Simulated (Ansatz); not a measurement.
**AlH₅OSi₂: small, medium and large basis sets**

The task here is to estimate one member of a computed series from the others.

Method: one geometry, several basis sets; program: Ansatz 0.2.0, Gaussian basis.

Plan: PBE0-D4/def2-SVP; ωB97M-V/def2-SVP; PBE0-D4/def2-QZVPP; ωB97M-V/def2-QZVPP; the functionals' def2-TZVPP values are taken from earlier runs.

### The geometry

An earlier PBE0-D4 in a triple-zeta def2 set relaxation fixed the geometry.

SMILES `[SiH3][SiH]1[O][AlH]1`, 9 atoms, charge 0, spin multiplicity 1.

Atoms are counted from 1 here; the program's logs count them from 0.

Bond lengths: Si1–Si2 2.339 Å, Si1–H5 1.489 Å, Si1–H6 1.488 Å, Si1–H7 1.490 Å, Si2–O3 1.697 Å, Si2–Al4 2.277 Å, Si2–H8 1.494 Å, O3–Al4 1.738 Å, Al4–H9 1.577 Å. Angles: Si2–Si1–H5 108.5°, Si2–Si1–H6 110.0°, Si2–Si1–H7 112.4°, H5–Si1–H6 108.7°, H5–Si1–H7 108.5°, H6–Si1–H7 108.6°, Si1–Si2–O3 115.9°, Si1–Si2–Al4 126.7°, Si1–Si2–H8 109.3°, O3–Si2–Al4 49.2°, O3–Si2–H8 113.4°, Al4–Si2–H8 123.7°, Si2–O3–Al4 83.0°, Si2–Al4–O3 47.7°, Si2–Al4–H9 177.5°, O3–Al4–H9 129.8°.

The first run:

in.yaml reads:

```yaml
crystal:
  periodic: [false, false, false]
  atoms:
    - {symbol: Si, position_ang: [-0.707678, 0.965594, -1.261976]}
    - {symbol: Si, position_ang: [0.139160, -0.828238, -0.022387]}
    - {symbol: O, position_ang: [1.594514, -0.538771, 0.800977]}
    - {symbol: Al, position_ang: [0.614767, -0.838998, 2.204150]}
    - {symbol: H, position_ang: [-2.092022, 0.629643, -1.696109]}
    - {symbol: H, position_ang: [-0.756087, 2.189348, -0.417037]}
    - {symbol: H, position_ang: [0.110549, 1.255407, -2.472636]}
    - {symbol: H, position_ang: [0.175912, -2.048435, -0.883345]}
    - {symbol: H, position_ang: [1.009385, -0.831849, 3.731364]}
basis:
  gaussian: {orbitals: def2-SVP}
hamiltonian: {xc: pbe0, dispersion: d4}
output: {orbitals: {seedname: orbitals}}
```

On the command line:

```bash
$ ansatz run in.yaml --threads 2 --pin off --events-out ev --progress --plain --max-ram 4352MiB
```

Among the steps run: PBE0-D4 in def2-SVP; ωB97M-V in def2-SVP; PBE0-D4 in def2-QZVPP; ωB97M-V in def2-QZVPP.

One table of the session follows, with a row left open; its other results are not shown here.

It belongs to the step «Density functionals: the series». 

| functional | basis | HOMO (eV) | LUMO (eV) |
| --- | --- | --- | --- |
| PBE0-D4 | def2-SVP | ? | ? |
| PBE0-D4 | def2-TZVPP | -6.26 | -1.58 |
| PBE0-D4 | def2-QZVPP | -6.28 | -1.62 |
| ωB97M-V | def2-SVP | -8.16 | 0.26 |
| ωB97M-V | def2-TZVPP | -8.18 | 0.09 |
| ωB97M-V | def2-QZVPP | -8.21 | -0.08 |

Estimate the missing values for PBE0-D4, def2-SVP.

The run gave: HOMO (eV): -6.27; LUMO (eV): -1.49. In the column «HOMO (eV)» it lies between PBE0-D4, def2-QZVPP (-6.28) and PBE0-D4, def2-TZVPP (-6.26).
